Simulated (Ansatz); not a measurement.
# Bi in Ansatz: notebook, part 2 of 2

Ansatz 0.2.0. Earlier steps stand in the parts before.

## Step 5: Projected density of states, PBE

The input, input.yaml:

```yaml
crystal:
  lattice:
    - [3.12932, 0.0, 0.0]
    - [0.0, 3.12932, 0.0]
    - [0.0, 0.0, 23.8]
  atoms:
    - { symbol: Bi, position: [0.5, 0.5, 0.29412] }
  periodic: [true, true, false]
kpoints:
  mp_grid: { grid: [9, 9, 1] }
  band_path:
    path:
      - [0.0, 0.0, 0.0]
      - [0.0, 0.5, 0.0]
      - [0.5, 0.5, 0.0]
      - [0.0, 0.0, 0.0]
      - [0.0, 0.0, 0.5]
      - [0.0, 0.5, 0.5]
      - [0.5, 0.5, 0.5]
      - [0.0, 0.0, 0.5]
    npoints: 8
scf:
  occupations: { method: fermi_dirac, width: 0.05 }
hamiltonian:
  xc: pbe
  pseudopotentials: { kind: all_electron, lapw: { basis_error: 0.002 } }
output:
  forces: true
  stress: true
  eigenvalues: true
  fatbands: true
  dos: { projected: true, de: 0.1, e_range: [-10, 10] }
  populations: true
```

Potentials or basis: all-electron LAPW, scalar-relativistic.

Started as:

```sh
ansatz run input.yaml --threads 2 --pin off --max-ram 8192MiB --backend cpu --events-out ev --progress --plain --runs-dir out
```

Log:

```text
Warning: RAYON_NUM_THREADS=2 ignored (pool sized by the plan → 2); use --threads N
Bi: projections on atomic orbitals take those of the free atom 1s2 2s2 2p6 3s2 3p6 3d10 4s2 4p6 4d10 4f14 5s2 5p6 5d10 6s2 6p3, of charge +0.00 (hamiltonian.pseudopotentials.projection_atoms)
LAPW: plane waves up to 7.012 Å⁻¹, error target 2.0e-3 eV per atom; small_component_spin mean_spin; Bi in spheres of 1.565 Å, 37 of its electrons in bands, Dirac shells [] (how accurate: hamiltonian.pseudopotentials.lapw.basis_error, Limitations)
Engine: ansatz 0.2.0, aarch64-unknown-linux-gnu
Pseudopotentials: kind: all_electron
Pseudopotential: Bi, LAPW, valence charge 37, lapw/all_electron/scalar/gaussian/Bi, Koelling and Harmon's equation, gaussian nucleus
Functional definition: PBE
  parameter kappa = 0.804
  parameter beta = 0.06672455060314922
  exchange = pbe_x(kappa = kappa, mu = beta*pi^2/3)
  correlation = pbe_c(beta = beta)
Crystal: 1 atoms, lattice volume = 233.065 Å³
Basis set: ecut = 187.31363878657373 eV, 1369 PW (Γ), exchange–correlation at level 2
Bands: 23, of which v1, the nominal top of the filled ones, is band 19 counted from 1 (18 counted from 0)
Symmetry: 16 space group operations
Space group: P4/mmm (ITA 123), of the structure as read, at distance tolerance 6.2e-5 Å
k-points: 15 of 81
Non-local potential: Bi, projectors of the file, none
Initial density: superposition of atomic densities (neutral atoms: chi_scale 0, normalization atom)
Initial wavefunctions: plane waves of lowest kinetic energy (no species holds an atomic orbital)
Functional: x = pbe(κ = 0.804, μ = 0.2195149727645171), c = pbe(β = 0.06672455060314922)
iter 1 solved again at ethr=6.84e-5 eV; its pass at ethr=1.00e-1 eV (dr2=2.53e-2 eV) is discarded
SCF iter   1: F=—  HF=-585705.401339 eV  |F-HF|=—  |Δ(HF+E_count)|=         —  Δρ=2.74e-3  dr2=2.55e-2  ethr=6.84e-5  ⟨swp⟩=4.7  Hψ=2202  notcnv=0
preconditioner: auto → LDOS  [metal: Δε(μ)=0.082 eV  Ē_g=10.131 eV  σ=0.050 eV  W_gap=0.35  n_scr=14 (ndim 8)  ℏωp=5.4 eV  f_vac=0.808  D(μ)=1.75/eV (n_scr^D=8)  β→1.0]
iter 2 solved again at ethr=3.12e-6 eV; its pass at ethr=6.84e-5 eV (dr2=1.16e-3 eV) is discarded
SCF iter   2: F=—  HF=-585705.396582 eV  |F-HF|=—  |Δ(HF+E_count)|=   4.76e-3  Δρ=8.93e-4  dr2=1.15e-3  ethr=3.12e-6  ⟨swp⟩=2.0  Hψ=1798  notcnv=0
SCF iter   3: F=—  HF=-585705.397337 eV  |F-HF|=—  |Δ(HF+E_count)|=   7.55e-4  Δρ=2.34e-4  dr2=1.64e-4  ethr=3.12e-6  ⟨swp⟩=3.0  Hψ=1052  notcnv=0
SCF iter   4: F=—  HF=-585705.396930 eV  |F-HF|=—  |Δ(HF+E_count)|=   4.07e-4  Δρ=1.01e-4  dr2=7.44e-5  ethr=4.42e-7  ⟨swp⟩=3.0  Hψ=1031  notcnv=0
SCF iter   5: F=—  HF=-585705.396930 eV  |F-HF|=—  |Δ(HF+E_count)|=   4.22e-7  Δρ=4.02e-5  dr2=1.31e-5  ethr=2.01e-7  ⟨swp⟩=3.0  Hψ=1032  notcnv=0
SCF iter   6: F=—  HF=-585705.396936 eV  |F-HF|=—  |Δ(HF+E_count)|=   6.08e-6  Δρ=1.02e-5  dr2=8.89e-7  ethr=3.54e-8  ⟨swp⟩=3.0  Hψ=1037  notcnv=0
SCF iter   7: F=-585705.396937 eV  HF=-585705.396936 eV  |F-HF|=5.02e-8  |Δ(HF+E_count)|=   4.09e-7  Δρ=2.79e-6  dr2=5.16e-8  ethr=2.40e-9  ⟨swp⟩=3.0  Hψ=1038  notcnv=0
SCF 1 converged in 7 iterations: F = -585705.396937 eV  dr2 = 5.16e-8
NSCF: frozen V_eff on 57 k-points
SCF converged after 7 iterations
Free energy (F): -585705.396937 eV
Harris-Foulkes:  -585705.396936 eV  (|F-HF|=5.02e-8)
Internal energy: -585705.384839 eV  (E = F + TS)
E sigma→0 (E₀):  -585705.390888 eV
Entropy (-TS):   -0.012097 eV (-12.097 meV/atom)
Fermi energy:    -4.605227 eV
--- Per-component energies (eV) ---
  E_band       = -3351.952325
  E_kinetic    = 678033.686716
  E_xc         = -10804.896780
  E_electrostatic = -1252934.174776  (all electrons and nuclei)
  E_smearing   = -0.012097  (= −TS)
  E_closure    = 0.000000  (closes the sum)
  E_atoms      = -585702.106902  (free atoms, spherical and without spin; not in F)
  Σ components = -585705.396937   (vs F -585705.396937, Δ=0.00e0)
  Basis errors (estimates in eV, not in F): energy 9.1e-4 per atom: plane waves 8.8e-4 (5.4e-4 summed), levels above the bands 9.5e-50, relativity 5.0e-8, radial functions 2.3e-5, core shells 1.9e-8; eigenvalues (radial functions only) 1.5e-6; not estimated: angular momenta, meshes, grids; target (lapw.basis_error) 2.0e-3; muffin-tin radii Bi 1.565 Å
--- Forces (eV/Å), atoms counted from 1 ---
  atom   1  Bi     0.00000000     0.00000000     0.00000000
  max |Σ_I F_I| component: 9.22e-30 eV/Å
--- 2D stress c σ (N/m, compression-positive) ---
        0.084883       0.000000       0.000000
        0.000000       0.084883       0.000000
        0.000000       0.000000       0.000000
  P = ½ c Tr σ = 0.0849 N/m
--- Band table (eV; the first three rows and the last of 15) ---
  k-point 0: bands = ["-157.6618", "-152.8015", "-152.8015", "-152.7904", "-152.7901", "-152.7836", "-152.7836", "-152.7814", "-95.9219", "-95.9219", "-95.8920", "-27.6290", "-27.3824", "-27.1910", "-27.1910", "-27.1739", "-17.0632", "-6.9981", "-1.3460", "-0.2666", "0.2888", "0.2888", "0.4827"]
  k-point 1: bands = ["-157.6618", "-152.8015", "-152.8015", "-152.7904", "-152.7901", "-152.7836", "-152.7836", "-152.7814", "-95.9226", "-95.9218", "-95.8920", "-27.5976", "-27.3653", "-27.2073", "-27.1896", "-27.1879", "-16.8887", "-6.8055", "-1.6961", "-1.0872", "-0.0801", "0.5003", "0.6759"]
  k-point 2: bands = ["-157.6618", "-152.8016", "-152.8015", "-152.7904", "-152.7901", "-152.7836", "-152.7836", "-152.7814", "-95.9242", "-95.9217", "-95.8919", "-27.5363", "-27.3037", "-27.2483", "-27.2233", "-27.1863", "-16.3770", "-6.2550", "-4.5310", "-0.5814", "0.4660", "1.0898", "1.2401"]
  k-point 14: bands = ["-157.6616", "-152.8016", "-152.8016", "-152.7904", "-152.7901", "-152.7836", "-152.7836", "-152.7814", "-95.9270", "-95.9270", "-95.8914", "-27.4386", "-27.3084", "-27.3080", "-27.1530", "-27.0315", "-12.6568", "-6.7315", "-6.6631", "-2.4661", "-0.1940", "2.6304", "3.2810"]
  the weakly bound empty levels are not read free of the cell's end (augmented_plane_waves)
--- Löwdin populations: 1 site ---
  site symbol       q [e]
     0     Bi     82.9667
  spilling = 0.000401 (of n_electrons = 83.000000)
```

bands.tsv:

```text
# k_distance	band_0	band_1	band_2	band_3	band_4	band_5	band_6	band_7	band_8	band_9	band_10	band_11	band_12	band_13	band_14	band_15	band_16	band_17	band_18	band_19	band_20	band_21	band_22
# fermi_ev = -4.605227
[... 67 lines left out ...]
6.809737	-153.056606	-148.196322	-148.196322	-148.185174	-148.184923	-148.178400	-148.178400	-148.176197	-91.316863	-91.316862	-91.286792	-23.002154	-22.767206	-22.590873	-22.590346	-22.577845	-12.347292	-2.270062	3.339831	4.199216	4.238542	4.456786	5.218296
6.987207	-153.056614	-148.196322	-148.196322	-148.185174	-148.184923	-148.178400	-148.178400	-148.176197	-91.316659	-91.316659	-91.286819	-23.023765	-22.777114	-22.585734	-22.585734	-22.568646	-12.458010	-2.392832	3.259182	4.338424	4.894071	4.894071	5.090300
```

It took 17 s on 2 threads of Arm Neoverse V1, shared host; peak memory 0.35 GiB.

Results:

```yaml
Free_energy: -585705.3969 eV
Band_gap_along_the_path: none (metal or under the smearing width)
Work_function: 4.61 eV
```

Levels at the corners of the path, in eV from the Fermi level:
```tsv
point	band 15	band 16	band 17	band 18	band 19	band 20	band 21	band 22
Γ	-22.59	-22.57	-12.46	-2.39	3.26	4.34	4.89	4.89
X	-22.57	-22.51	-10.14	-4.35	0.02	4.61	6.89	7.17
M	-22.54	-22.41	-7.78	-2.26	-2.26	2.37	4.07	7.81
Γ	-22.59	-22.57	-12.46	-2.39	3.26	4.34	4.89	4.89
Z	-22.59	-22.57	-12.46	-2.39	3.26	4.34	4.89	4.89
R	-22.57	-22.51	-10.14	-4.35	0.02	4.61	6.89	7.17
A	-22.54	-22.41	-7.78	-2.26	-2.26	2.37	4.07	7.81
Z	-22.59	-22.57	-12.46	-2.39	3.26	4.34	4.89	4.89
```

States per cell in windows of 1 eV (zero at the Fermi level; states under -8 eV left out):
| from (eV) | total | Bi1 6p | Bi1 6s | Bi1 5d | Bi1 5s | Bi1 5p | Bi1 4s |
| --- | --- | --- | --- | --- | --- | --- | --- |
| -8.0 | 0.00 | 0.00 | 0.00 | 0.00 | 0.00 | 0.00 | 0.00 |
| -7.0 | 0.00 | 0.00 | 0.00 | 0.00 | 0.00 | 0.00 | 0.00 |
| -6.0 | 0.00 | 0.00 | 0.00 | 0.00 | 0.00 | 0.00 | 0.00 |
| -5.0 | 0.03 | 0.03 | 0.00 | 0.00 | 0.00 | 0.00 | 0.00 |
| -4.0 | 0.42 | 0.40 | 0.01 | 0.00 | 0.00 | 0.00 | 0.00 |
| -3.0 | 0.77 | 0.73 | 0.03 | 0.00 | 0.00 | 0.00 | 0.00 |
| -2.0 | 0.88 | 0.85 | 0.03 | 0.00 | 0.00 | 0.00 | 0.00 |
| -1.0 | 0.85 | 0.81 | 0.03 | 0.00 | 0.00 | 0.00 | 0.00 |
| 0.0 | 0.79 | 0.75 | 0.03 | 0.00 | 0.00 | 0.00 | 0.00 |
| 1.0 | 0.64 | 0.59 | 0.03 | 0.00 | 0.00 | 0.00 | 0.00 |
| 2.0 | 0.41 | 0.36 | 0.03 | 0.00 | 0.00 | 0.00 | 0.00 |
| 3.0 | 0.63 | 0.35 | 0.02 | 0.00 | 0.00 | 0.00 | 0.00 |
| 4.0 | 1.26 | 0.24 | 0.01 | 0.00 | 0.00 | 0.00 | 0.00 |
| 5.0 | 2.17 | 0.36 | 0.01 | 0.00 | 0.00 | 0.00 | 0.00 |
| 6.0 | 1.88 | 0.17 | 0.00 | 0.00 | 0.00 | 0.00 | 0.00 |
| 7.0 | 1.25 | 0.04 | 0.00 | 0.00 | 0.00 | 0.00 | 0.00 |

Caveat: spin-orbit coupling is left out, which moves the levels of the heavy elements.

## Step 6: The reference run

An earlier run on the cell as given: functional PBE; potentials or basis all-electron LAPW, scalar-relativistic; cutoff 203 eV (chosen from the basis error); basis error allowed 0.001 eV/atom; k mesh 9 × 9 × 1; occupations fermi-dirac, width 0.05 eV; no spin polarisation.

- Band gap on the k mesh: none (metal or under the smearing width)

## Step 7: The runs side by side

```tsv
task	level	cutoff (eV)	basis error allowed	gap on the mesh (eV)	work function (eV)
work function	PBE	187	0.002 eV/atom	none	4.61
work function	LDA	188	0.002 eV/atom	none	4.88
work function	PBEsol	187	0.002 eV/atom	none	4.70
projected density of states	PBE	187	0.002 eV/atom	-	4.61
single point	PBE	203	0.001 eV/atom	none	-
```

Alike in all rows: potentials or basis all-electron LAPW, scalar-relativistic; no spin polarisation; cell as given; k mesh 9 × 9 × 1; smearing fermi-dirac 0.05 eV.

Every run on the cell as given and a fine mesh finds a metal.

Caveats: spin-orbit coupling is left out, which moves the levels of the heavy elements.

Compare energies only between runs with the same functional and basis.
